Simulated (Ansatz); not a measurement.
# Cs3O2: the cost of one run

Program: Ansatz 0.2.0. Level of theory: DFT PBE, scalar-relativistic, plane waves, PAW. These are calculated values, not measurements.

3 further runs of the same task are left out: 3 set aside as unsound or not needed.

## (1) The structure to begin with

It takes space group R-3c (No. 167, trigonal). The conventional cell has a = 7.314 Å, b = 7.314 Å, c = 19.970 Å, α = 90.00°, β = 90.00°, γ = 120.00°. Cs (site symmetry 2) has 4 O at 2.85 to 3.03 Å as nearest neighbours. O (site symmetry 3) has 6 Cs at 2.85 to 3.03 Å as nearest neighbours.

As a file:

```
CELL_PARAMETERS angstrom
3.65715 2.11146 6.65656
-3.65715 2.11146 6.65656
0.00000 -4.22291 6.65656
ATOMIC_POSITIONS crystal
Cs 0.05625 0.44375 0.75000
Cs 0.75000 0.05625 0.44375
Cs 0.44375 0.75000 0.05625
Cs 0.94375 0.55625 0.25000
Cs 0.25000 0.94375 0.55625
Cs 0.55625 0.25000 0.94375
O 0.85218 0.85218 0.85218
O 0.64782 0.64782 0.64782
O 0.14782 0.14782 0.14782
O 0.35218 0.35218 0.35218
```

This is candidate A: anti-corundum type (R-3c, No. 167).

(A quick probe on a coarse mesh, which set the mesh and smearing, is not shown.)

## (3) The relaxation (candidate A)

input.yaml

```yaml
crystal:
  lattice:
    - [3.6571476085, 2.1114551562, 6.6565578435]
    - [-3.6571476085, 2.1114551562, 6.6565578435]
    - [0.0, -4.2229103125, 6.6565578435]
  atoms:
    - { symbol: Cs, position: [0.05625, 0.44375, 0.75] }
    - { symbol: Cs, position: [0.75, 0.05625, 0.44375] }
    - { symbol: Cs, position: [0.44375, 0.75, 0.05625] }
    - { symbol: Cs, position: [0.94375, 0.55625, 0.25] }
    - { symbol: Cs, position: [0.25, 0.94375, 0.55625] }
    - { symbol: Cs, position: [0.55625, 0.25, 0.94375] }
    - { symbol: O, position: [0.85218, 0.85218, 0.85218], spin: 0.53 }
    - { symbol: O, position: [0.64782, 0.64782, 0.64782], spin: 0.53 }
    - { symbol: O, position: [0.14782, 0.14782, 0.14782], spin: 0.53 }
    - { symbol: O, position: [0.35218, 0.35218, 0.35218], spin: 0.53 }
basis:
  ecutwfc: 420
kpoints:
  mp_grid: { grid: [6, 6, 6] }
hamiltonian:
  xc: pbe
scf:
  occupations: { method: gaussian, width: 0.1 }
output:
  forces: true
  stress: true
  eigenvalues: true
  populations: true
  write_density: true
  write_potential: true
  elf: true
  volumetric_format: npy
magnetization:
  spin_polarized: true
relax:
  adjacent_minimum: "off"
  f_tol: 0.01
  max_steps: 80
  cell: { stress_tol: 0.05 }
```

On the command line:

```
ansatz run input.yaml --threads 1 --pin off --max-ram 2560MiB --backend cpu --events-out ev --progress --plain --runs-dir out
```

**Question.** How long does this run take on 1 thread of Arm Neoverse V2, shared host, and how much memory does it need?

About 13 min, with a peak of 1.1 GiB.
